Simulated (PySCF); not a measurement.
# CBr−: from the state search to spectroscopic constants

One table from this session's results is given with a row withheld; the runs are named, their logs left out.

Computed with PySCF 2.14.0. Level: C def2-TZVPPD, Br def2-TZVPPD, no relativity.

Set-up of the first run:

Settings of the job:

```yaml
atoms: C, Br
charge: -1
basis: C def2-TZVPPD, Br def2-TZVPPD
Hamiltonian: no relativity
basis_functions: 94
electrons_treated: 42
masses_in_u: 12.0000, 78.9183
levels: PBE0, PBE, r²SCAN, M06-2X, BLYP, TPSSh, M06, B2PLYP, ωB97X-V, HF, MP2, SCS-MP2, CCSD, CCSD(T)
grid: 80 radial by 434 angular points
occupations: held fixed by the projection of orbital angular momentum
dissociation_limit: C + Br−, each in its ground configuration
starting_distance_in_angstrom: 1.925
values_of_2S_to_try: 0, 2
```

Command:

```bash
$ OMP_NUM_THREADS=2 python dia.py task.json out
```

Steps of the session up to this table: Set-up; First curve: PBE0; Higher solutions at PBE0; PBE (GGA); r²SCAN (meta-GGA); M06-2X; BLYP (GGA); TPSSh (hybrid meta-GGA); M06; B2PLYP (double hybrid); ωB97X-V; UHF (mean field); Correlated methods on the Hartree–Fock reference.

One of the session's tables, all rows but one given; the rest of the session is left out.

Differences from CCSD(T) in the same basis:

```
      level  Re (mÅ)  ωe (%)
        UHF     +168   -37.0
    UHF-MP2      -37    +8.9
UHF-SCS-MP2      -14    +2.0
   UHF-CCSD       +2    -1.8
        PBE      -21    +5.0
       BLYP        ?       ?
     r²SCAN       -4    +0.8
      TPSSh       +4    -1.0
       PBE0      -30    +6.2
        M06      -33    +2.4
     M06-2X       +5    +2.5
    ωB97X-V      -19    +2.3
     B2PLYP       +1    -1.6
```

Q: Estimate the row for BLYP from the others.

The run gave: Re (mÅ): +39; ωe (%): -7.6. In the column «Re (mÅ)» it lies between M06-2X (+5) and UHF (+168).
